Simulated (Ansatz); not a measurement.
**Cl₂H₄OSi₂: up Jacob's ladder to CCSD(T)**

One table from this session's results is given with a row withheld; the runs are named, their logs left out.

The runs use Ansatz 0.2.0, Gaussian basis; functionals in def2-TZVPP, the program's frozen cores in correlated methods.

Plan: LDA (SPW92), PBE-D4, revPBE-D4, BLYP-D4, r2SCAN-D4, B97M-V, PBE0-D4, B3LYP-D4, r2SCANh-D4, r2SCAN0-D4, HSE06-D4, BHLYP-D4, CAM-B3LYP-D4, LC-ωPBE, ωB97X-V, ωB97M-V, B2PLYP, PBE-QIDH; CCSD(T)/def2-SVP; CCSD(T)/def2-TZVPP; MP2/def2-QZVPP; extrapolation to the limit; RPA on PBE.

### The relaxed structure

All runs share one geometry, relaxed beforehand with PBE0-D4 in a triple-zeta def2 set.

SMILES `O[SiH2][SiH](Cl)Cl`, 9 atoms, charge 0, spin multiplicity 1.

Atoms are counted from 1 here; the program's logs count them from 0.

Bond lengths: O1–Si2 1.648 Å, O1–H6 0.959 Å, Si2–Si3 2.346 Å, Si2–H7 1.482 Å, Si2–H8 1.489 Å, Si3–Cl4 2.052 Å, Si3–Cl5 2.064 Å, Si3–H9 1.481 Å. Angles: Si2–O1–H6 117.2°, O1–Si2–Si3 109.7°, O1–Si2–H7 106.6°, O1–Si2–H8 112.7°, Si3–Si2–H7 111.3°, Si3–Si2–H8 106.6°, H7–Si2–H8 109.9°, Si2–Si3–Cl4 110.1°, Si2–Si3–Cl5 105.9°, Si2–Si3–H9 117.6°, Cl4–Si3–Cl5 109.5°, Cl4–Si3–H9 107.1°, Cl5–Si3–H9 106.5°.

The first run:

in.yaml reads:

```yaml
crystal:
  periodic: [false, false, false]
  atoms:
    - {symbol: O, position_ang: [-0.674315, 0.687968, 1.846880]}
    - {symbol: Si, position_ang: [0.587570, 0.168934, 0.923167]}
    - {symbol: Si, position_ang: [-0.104590, -0.059238, -1.306756]}
    - {symbol: Cl, position_ang: [1.265955, -1.165956, -2.359970]}
    - {symbol: Cl, position_ang: [-1.901976, -1.072221, -1.239188]}
    - {symbol: H, position_ang: [-1.490687, 0.187039, 1.795407]}
    - {symbol: H, position_ang: [1.654981, 1.188745, 1.054327]}
    - {symbol: H, position_ang: [1.102014, -1.162228, 1.347778]}
    - {symbol: H, position_ang: [-0.350255, 1.180458, -2.078745]}
basis:
  gaussian: {orbitals: def2-TZVPP}
hamiltonian: {xc: lda}
output: {orbitals: {seedname: orbitals}}
```

Among the steps run: LDA; PBE-D4 (GGA); revPBE-D4 (GGA); BLYP-D4 (GGA); r2SCAN-D4 (meta-GGA); B97M-V (meta-GGA); PBE0-D4 (hybrid); B3LYP-D4 (hybrid); r2SCANh-D4 (hybrid); r2SCAN0-D4 (hybrid); HSE06-D4 (hybrid); BHLYP-D4 (hybrid); CAM-B3LYP-D4 (range-separated); LC-ωPBE-D4 (range-separated; the results give it without D4); ωB97X-V (range-separated); ωB97M-V (range-separated); B2PLYP (double hybrid); PBE-QIDH (double hybrid).

One table of the session follows, with a row left open; its other results are not shown here.

It belongs to the step «Frontier levels by functional». 

```
  functional  HOMO (eV)  gap (eV)
 LDA (SPW92)      -6.84      4.74
      PBE-D4      -6.75      4.91
   revPBE-D4          ?         ?
     BLYP-D4      -6.64      4.98
   r2SCAN-D4      -7.05      5.50
      B97M-V      -7.15      5.46
     PBE0-D4      -7.99      6.99
    B3LYP-D4      -7.80      6.64
  r2SCANh-D4      -7.50      6.24
  r2SCAN0-D4      -8.18      7.35
    HSE06-D4      -7.59      6.22
    BHLYP-D4      -9.15      9.09
CAM-B3LYP-D4      -9.30      9.36
     LC-ωPBE     -10.58     11.77
     ωB97X-V     -10.27     11.33
     ωB97M-V     -10.03     10.82
```

Estimate the missing values for revPBE-D4.

**Answer.** HOMO (eV): -6.70; gap (eV): 4.99. In the column «HOMO (eV)» it lies between PBE-D4 (-6.75) and BLYP-D4 (-6.64).
